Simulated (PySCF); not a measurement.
# CaO: from the state search to spectroscopic constants

Aim: find the lowest electronic state of CaO, scan its bond at several levels of theory, and get bond length, wavenumber and dissociation energy from each curve.

Method: Ca def2-SVPD, O def2-SVPD, no relativity; program: PySCF 2.14.0.

## Step 1: Input

The job is set up so:

```yaml
atoms: Ca, O
charge: 0
basis: Ca def2-SVPD, O def2-SVPD
Hamiltonian: no relativity
basis_functions: 50
electrons_treated: 28
masses_in_u: 39.9626, 15.9949
levels: PBE0, PBE, r²SCAN, revPBE, TPSSh, B3LYP, HF, MP2, SCS-MP2, CCSD, CCSD(T)
grid: 80 radial by 434 angular points
occupations: held fixed by the projection of orbital angular momentum
dissociation_limit: Ca + O, each in its ground configuration
starting_distance_in_angstrom: 2.190
values_of_2S_to_try: 0, 2
```

Run with:

```sh
$ OMP_NUM_THREADS=1 python dia.py task.json out
```

The job searches for the state first and then visits each distance with every level. Its results follow level by level.

## Step 2: Which determinant to follow

Unrestricted PBE0 solutions at 2.190 Å, counted from the lowest. The search isn't exhaustive.

| 2Ms+1 | unpaired | term | E (eV) | ⟨S²⟩ | ⟨Lz²⟩ | μ (D) |
| --- | --- | --- | --- | --- | --- | --- |
| 3 | σ ↑, π ↑ | ³Π | 0.00 | 2.00 | 1.01 | -3.82 |
| 1 | σ ↓, π ↑ | not assigned | 0.01 | 1.01 | 1.01 | -3.82 |
| 1 | none | ¹Σ⁺ | 0.18 | 0.00 | 0.00 | -10.52 |
| 3 | π ↑↑ | not assigned | 1.73 | 2.00 | 2.01 | -3.97 |
| 1 | π ↑↓ | not assigned | 1.76 | 1.01 | 2.01 | -3.95 |
| 3 | π ↑↑ | not assigned | 1.77 | 2.00 | 2.01 | -3.97 |
| 1 | π ↑, δ ↓ | not assigned | 2.35 | 1.01 | 5.01 | -7.70 |
| 3 | π ↑, δ ↑ | not assigned | 2.36 | 2.00 | 5.01 | -7.74 |
| 1 | π ↑, δ ↓ | not assigned | 2.36 | 1.01 | 4.99 | -7.70 |
| 3 | π ↑, δ ↑ | not assigned | 2.36 | 2.00 | 4.98 | -7.72 |

A term symbol stands only where ⟨S²⟩ and ⟨Lz²⟩ are near those of a pure state. A positive dipole means Ca(−)O(+).

The most promising solutions are followed along the bond (rough minima from three points):

```
2Ms+1  unpaired  R at minimum (Å)  energy at minimum (eV)
    1      none              1.82                    0.00
    3  σ ↑, π ↑              2.08                    0.84
    1  σ ↓, π ↑              2.08                    0.85
```

The search made 10 SCF attempts at the starting distance; with the short scans it took 6.4 s of wall time (1 thread of Oxide Virtual Turin-like (Zen 5), shared host).

## Step 3: The PBE0 curve of the state that the search chose

State followed: ¹Σ⁺ (singlet), closed shell. The scan is laid around 1.820 Å.

Output of the SCF at 1.820 Å:

```text
******** <class 'pyscf.dft.uks_symm.SymAdaptedUKS'> ********
method = SymAdaptedUKS
initial guess = minao
damping factor = 0
level_shift factor = 0
DIIS = <class 'pyscf.scf.diis.CDIIS'>
diis_start_cycle = 1
diis_space = 10
diis_damp = 0
SCF conv_tol = 1e-09
SCF conv_tol_grad = None
SCF max_cycles = 60
direct_scf = False
max_memory 909 MB (current use 314 MB)
number electrons alpha = 14  beta = 14
XC library pyscf.dft.libxc version 7.0.0
    S. Lehtola, C. Steigemann, M. J.T. Oliveira, and M. A.L. Marques.,  SoftwareX 7, 1–5 (2018)
XC functionals = PBE0
    C. Adamo and V. Barone.,  J. Chem. Phys. 110, 6158 (1999)
    M. Ernzerhof and G. E. Scuseria.,  J. Chem. Phys. 110, 5029 (1999)
small_rho_cutoff = 0
Overwritten attributes  get_jk get_hcore get_occ get_j get_k  of <class 'pyscf.dft.uks_symm.SymAdaptedUKS'>
<class 'pyscf.dft.uks_symm.SymAdaptedUKS'> does not have attributes  refdm
Set gradient conv threshold to 3.16228e-05
init E= -752.384607127879
cycle= 1 E= -752.379484002033  delta_E= 0.00512  |g|= 0.0156  |ddm|= 0.112
cycle= 2 E= -752.379245498907  delta_E= 0.000239  |g|= 0.0296  |ddm|= 0.0509
cycle= 3 E= -752.379529768753  delta_E= -0.000284  |g|= 0.0129  |ddm|= 0.0399
cycle= 4 E= -752.379612318242  delta_E= -8.25e-05  |g|= 0.000686  |ddm|= 0.0133
cycle= 5 E= -752.379613295181  delta_E= -9.77e-07  |g|= 0.000163  |ddm|= 0.00314
cycle= 6 E= -752.379613386606  delta_E= -9.14e-08  |g|= 2.45e-05  |ddm|= 0.00112
cycle= 7 E= -752.379613388188  delta_E= -1.58e-09  |g|= 1.21e-05  |ddm|= 0.000115
cycle= 8 E= -752.379613388373  delta_E= -1.84e-10  |g|= 2.71e-06  |ddm|= 4.67e-05
Extra cycle  E= -752.37961338834  delta_E= 3.24e-11  |g|= 9.21e-06  |ddm|= 1.42e-05
converged SCF energy = -752.37961338834  <S^2> = -8.8817842e-15  2S+1 = 1
```

Points of the scan, energies from the lowest:

```csv
R (Å),E (eV),μ (D),Mulliken charge of Ca (e),Mayer bond order,⟨S²⟩,HOMO (eV),LUMO (eV)
1.5652,1.2454,-7.04,1.06,1.72,0.00,-4.79,-1.31
1.6380,0.5677,-7.79,1.12,1.62,0.00,-4.81,-1.50
1.7108,0.1814,-8.43,1.15,1.54,0.00,-4.82,-1.68
1.7654,0.0407,-8.84,1.16,1.51,0.00,-4.83,-1.81
1.8200,0.0000,-9.20,1.16,1.48,0.00,-4.83,-1.93
1.8746,0.0386,-9.51,1.16,1.48,0.00,-4.85,-2.05
1.9474,0.1840,-9.85,1.14,1.48,0.00,-4.79,-2.19
2.0384,0.4718,-10.18,1.10,1.51,0.00,-4.67,-2.37
2.1476,0.9111,-10.45,1.05,1.54,0.00,-4.60,-2.55
2.2932,1.5649,-10.63,0.99,1.57,0.00,-4.59,-2.78
```

The fit gives Re = 1.819 Å, ωe = 797 cm⁻¹, ωexe = 3.20 cm⁻¹, αe = 0.00248 cm⁻¹, Be = 0.4462 cm⁻¹, De = 4.28 eV, μ = -9.19 D.

Orbitals nearest the gap at 1.820 Å:

```csv
spin,orbital,ε (eV),filled,made of
both,σ,-27.84,yes,Ca p 92 %
both,π,-27.43,yes,Ca p 100 %
both,π,-27.43,yes,Ca p 100 %
both,σ,-19.30,yes,O s 92 %
both,π,-5.05,yes,"O p 87 %, Ca d 11 %"
both,π,-5.05,yes,"O p 87 %, Ca d 11 %"
both,σ,-4.83,yes,"O p 77 %, Ca d 14 %"
both,σ,-1.93,no,"Ca s 91 %, Ca p 15 %"
both,π,-0.21,no,"Ca p 88 %, Ca d 13 %"
both,π,-0.21,no,"Ca p 88 %, Ca d 13 %"
```

Polarisability there: 84.2 bohr³ along the bond, 28.2 across it.

## Step 4: Orbitals, density and potential

The fields below are evaluated on a grid from the run's orbitals.

Frontier orbitals at PBE0, with the share of their density that lies nearest to each atom:

| orbital | energy (eV) | lies on |
| --- | --- | --- |
| HOMO | -4.83 | O2 80 %; Ca1 20 % |
| LUMO | -1.93 | Ca1 92 %; O2 8 % |

ELF in a plane through or near 2 of the atoms.

Ten even steps from '0' (0.00) to '9' (0.87):
```
0000000000000000000000000000
0000000000000011110000000000
0000000000000122221100000000
0011000000000134433211000000
0111000000000135544321000000
1222100001100146665433100000
2333211246742147787654310000
3444333589997248999876431000
3445446797588449978987542100
4455547885956548674998642100
4455547885956548664998642100
3445446896489449979987542100
3444333589997248999876431000
2333211246742147787654310000
1222100001100146665433100000
0111000000000135544321000000
0011000000000134433211000000
0000000000000122221100000000
0000000000000011110000000000
0000000000000000000000000000
```
The map spans 7.0 Å across and 5.2 Å up, centred on the molecule. Atoms in the plane (x, y in Å): Ca1 (-0.9, 0.0), O2 (0.9, 0.0).

On the surface of density 0.002 e/bohr³ the electrostatic potential runs, from the 1st to the 99th percentile, from -3.92 V near O2 to 5.72 V near Ca1.

## Step 5: Other states along the same grid

State 2: ³Π (triplet), unpaired electrons σ ↑, π ↑, an excited solution.

Output of the SCF at 1.820 Å:

```text
[... 13 set-up lines left out, the same as in an earlier log ...]
max_memory 909 MB (current use 361 MB)
number electrons alpha = 15  beta = 13
[... 7 set-up lines left out, the same as in an earlier log ...]
init E= -752.323301862185
cycle= 1 E= -752.324941452573  delta_E= -0.00164  |g|= 0.0116  |ddm|= 0.0857
cycle= 2 E= -752.32500552343  delta_E= -6.41e-05  |g|= 0.00869  |ddm|= 0.0736
cycle= 3 E= -752.32503190096  delta_E= -2.64e-05  |g|= 0.00332  |ddm|= 0.0118
cycle= 4 E= -752.325037621616  delta_E= -5.72e-06  |g|= 0.000313  |ddm|= 0.0057
cycle= 5 E= -752.325037858216  delta_E= -2.37e-07  |g|= 0.000123  |ddm|= 0.00229
cycle= 6 E= -752.325037883582  delta_E= -2.54e-08  |g|= 2.66e-05  |ddm|= 0.000692
cycle= 7 E= -752.325037886903  delta_E= -3.32e-09  |g|= 1.12e-05  |ddm|= 0.000309
cycle= 8 E= -752.325037887361  delta_E= -4.58e-10  |g|= 1.83e-06  |ddm|= 0.000178
Extra cycle  E= -752.32503788737  delta_E= -9.21e-12  |g|= 1.53e-06  |ddm|= 3e-05
converged SCF energy = -752.32503788737  <S^2> = 2.0024597  2S+1 = 3.0016393
```

Re = 2.079 Å, ωe = 556 cm⁻¹, ωexe = 2.83 cm⁻¹, αe = 0.00247 cm⁻¹, Be = 0.3414 cm⁻¹, μ = -3.30 D. Its minimum lies 0.84 eV above that of the lowest state.

State 3: Ms = 0 determinant of mixed spin (⟨S²⟩ = 1.00), unpaired electrons σ ↓, π ↑, an excited solution.

Log of the SCF at 1.820 Å:

```text
[... 13 set-up lines left out, the same as in an earlier log ...]
max_memory 909 MB (current use 332 MB)
[... 8 set-up lines left out, the same as in an earlier log ...]
init E= -752.322731974693
cycle= 1 E= -752.324457974875  delta_E= -0.00173  |g|= 0.0116  |ddm|= 0.0843
cycle= 2 E= -752.324522081483  delta_E= -6.41e-05  |g|= 0.00867  |ddm|= 0.0744
cycle= 3 E= -752.324548303967  delta_E= -2.62e-05  |g|= 0.00329  |ddm|= 0.0118
cycle= 4 E= -752.324553913975  delta_E= -5.61e-06  |g|= 0.000303  |ddm|= 0.0056
cycle= 5 E= -752.324554134172  delta_E= -2.2e-07  |g|= 0.00012  |ddm|= 0.00224
cycle= 6 E= -752.324554158553  delta_E= -2.44e-08  |g|= 2.55e-05  |ddm|= 0.000665
cycle= 7 E= -752.324554161951  delta_E= -3.4e-09  |g|= 1.09e-05  |ddm|= 0.000313
cycle= 8 E= -752.324554162435  delta_E= -4.84e-10  |g|= 1.91e-06  |ddm|= 0.000183
Extra cycle  E= -752.324554162446  delta_E= -1.11e-11  |g|= 1.57e-06  |ddm|= 3.16e-05
converged SCF energy = -752.324554162446  <S^2> = 1.0040746  2S+1 = 2.2397095
```

Re = 2.079 Å, ωe = 558 cm⁻¹; the determinant mixes terms (⟨S²⟩ = 1.00, ⟨Lz²⟩ = 1.01), so these belong to no real state. Its minimum lies 0.86 eV above that of the lowest state.

Energy (eV) from the lowest point of the lowest state:

```
R (Å)  lowest  state 2  state 3
1.565   1.245    4.630    4.653
1.638   0.568    3.324    3.342
1.711   0.181    2.382    2.398
1.765   0.041    1.867    1.882
1.820   0.000    1.485    1.498
1.875   0.039    1.211    1.224
1.947   0.184    0.981    0.993
2.038   0.472    0.856    0.868
2.148   0.911    0.872    0.885
2.293   1.565    1.066    1.082
```

## Step 6: PBE (GGA)

Output of the SCF at 1.820 Å:

```text
[... 17 set-up lines left out, the same as in an earlier log ...]
XC functionals = PBE
    J. P. Perdew, K. Burke, and M. Ernzerhof.,  Phys. Rev. Lett. 77, 3865 (1996)
    J. P. Perdew, K. Burke, and M. Ernzerhof.,  Phys. Rev. Lett. 78, 1396 (1997)
    J. P. Perdew, K. Burke, and M. Ernzerhof.,  Phys. Rev. Lett. 77, 3865 (1996)
    J. P. Perdew, K. Burke, and M. Ernzerhof.,  Phys. Rev. Lett. 78, 1396 (1997)
[... 2 set-up lines left out, the same as in an earlier log ...]
init E= -752.353915761415
cycle= 1 E= -752.311515110886  delta_E= 0.0424  |g|= 0.297  |ddm|= 0.623
cycle= 2 E= -751.895494130452  delta_E= 0.416  |g|= 0.984  |ddm|= 1.25
cycle= 3 E= -752.34096964861  delta_E= -0.445  |g|= 0.159  |ddm|= 0.655
cycle= 4 E= -752.355788404723  delta_E= -0.0148  |g|= 0.0386  |ddm|= 0.369
cycle= 5 E= -752.356516774236  delta_E= -0.000728  |g|= 0.0123  |ddm|= 0.0359
cycle= 6 E= -752.35658601895  delta_E= -6.92e-05  |g|= 0.00366  |ddm|= 0.0139
cycle= 7 E= -752.356592768818  delta_E= -6.75e-06  |g|= 0.000456  |ddm|= 0.0045
cycle= 8 E= -752.356592862495  delta_E= -9.37e-08  |g|= 0.000125  |ddm|= 0.000418
cycle= 9 E= -752.356592870358  delta_E= -7.86e-09  |g|= 5.5e-06  |ddm|= 0.000229
cycle= 10 E= -752.356592870381  delta_E= -2.25e-11  |g|= 8.12e-07  |ddm|= 1.91e-05
Extra cycle  E= -752.35659287038  delta_E= 6.82e-13  |g|= 2.59e-06  |ddm|= 3.91e-06
converged SCF energy = -752.35659287038  <S^2> = -1.9539925e-14  2S+1 = 1
```

Re = 1.837 Å, ωe = 755 cm⁻¹, ωexe = 3.09 cm⁻¹, αe = 0.00260 cm⁻¹, Be = 0.4374 cm⁻¹, De = 5.17 eV, μ = -8.17 D. 6.3 s of CPU time for 12 points, integrals apart.

## Step 7: r²SCAN (meta-GGA)

Output of the SCF at 1.820 Å:

```text
[... 17 set-up lines left out, the same as in an earlier log ...]
XC functionals = R2SCAN
    J. W. Furness, A. D. Kaplan, J. Ning, J. P. Perdew, and J. Sun.,  J. Phys. Chem. Lett. 11, 8208-8215 (2020)
    J. W. Furness, A. D. Kaplan, J. Ning, J. P. Perdew, and J. Sun.,  J. Phys. Chem. Lett. 11, 9248-9248 (2020)
    J. W. Furness, A. D. Kaplan, J. Ning, J. P. Perdew, and J. Sun.,  J. Phys. Chem. Lett. 11, 8208-8215 (2020)
    J. W. Furness, A. D. Kaplan, J. Ning, J. P. Perdew, and J. Sun.,  J. Phys. Chem. Lett. 11, 9248-9248 (2020)
[... 2 set-up lines left out, the same as in an earlier log ...]
init E= -752.572864240016
cycle= 1 E= -752.57247626031  delta_E= 0.000388  |g|= 0.0433  |ddm|= 0.248
cycle= 2 E= -752.55535056194  delta_E= 0.0171  |g|= 0.196  |ddm|= 0.262
cycle= 3 E= -752.573401552881  delta_E= -0.0181  |g|= 0.0124  |ddm|= 0.211
cycle= 4 E= -752.573499064674  delta_E= -9.75e-05  |g|= 0.000692  |ddm|= 0.028
cycle= 5 E= -752.573499233707  delta_E= -1.69e-07  |g|= 0.000598  |ddm|= 0.00539
cycle= 6 E= -752.573499411699  delta_E= -1.78e-07  |g|= 7.9e-05  |ddm|= 0.00156
cycle= 7 E= -752.57349941478  delta_E= -3.08e-09  |g|= 1.47e-05  |ddm|= 0.000146
cycle= 8 E= -752.573499414892  delta_E= -1.12e-10  |g|= 2.63e-06  |ddm|= 5.21e-05
Extra cycle  E= -752.573499414827  delta_E= 6.54e-11  |g|= 1.21e-05  |ddm|= 2.13e-05
converged SCF energy = -752.573499414827  <S^2> = -2.1316282e-14  2S+1 = 1
```

Re = 1.829 Å, ωe = 785 cm⁻¹, ωexe = 3.13 cm⁻¹, αe = 0.00251 cm⁻¹, Be = 0.4413 cm⁻¹, De = 4.91 eV, μ = -8.68 D.

[end of part 1 of 2]
